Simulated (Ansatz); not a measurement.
# Ta: the cost of one run

Method: DFT PBE, scalar-relativistic, plane waves, PAW, in Ansatz 0.2.0.

## (1) The starting structure

It takes space group Im-3m (No. 229, cubic). The conventional cell has a = 3.310 Å, b = 3.310 Å, c = 3.310 Å, α = 90.00°, β = 90.00°, γ = 90.00°. Around Ta (site symmetry m-3m) lie 8 Ta at 2.87 Å.

Structure file:

```xyz
1
Lattice="-1.6550 1.6550 1.6550 1.6550 -1.6550 1.6550 1.6550 1.6550 -1.6550" Properties=species:S:1:pos:R:3 pbc="T T T"
Ta    0.0000    0.0000    0.0000
```

## (2) Relaxing cell and atoms: Ta, no spin

input.yaml

```yaml
crystal:
  lattice:
    - [-1.655, 1.655, 1.655]
    - [1.655, -1.655, 1.655]
    - [1.655, 1.655, -1.655]
  atoms:
    - { symbol: Ta, position: [0.0, 0.0, 0.0] }
scf:
  occupations: { method: gaussian, width: 0.1 }
output:
  forces: true
  stress: true
  eigenvalues: true
hamiltonian:
  xc: pbe
kpoints:
  mp_grid: { grid: [24, 24, 24] }
relax:
  f_tol: 0.005
  max_steps: 60
  cell: { stress_tol: 0.02 }
```

On the command line:

```sh
> ansatz run input.yaml --threads 2 --pin off --max-ram 14336MiB --backend cpu --events-out ev --progress --plain --runs-dir out
```

What time and memory should one allow on 2 threads of AMD EPYC 9R45 (Zen 5), shared host?

About 4.5 s, with a peak of 0.44 GiB.
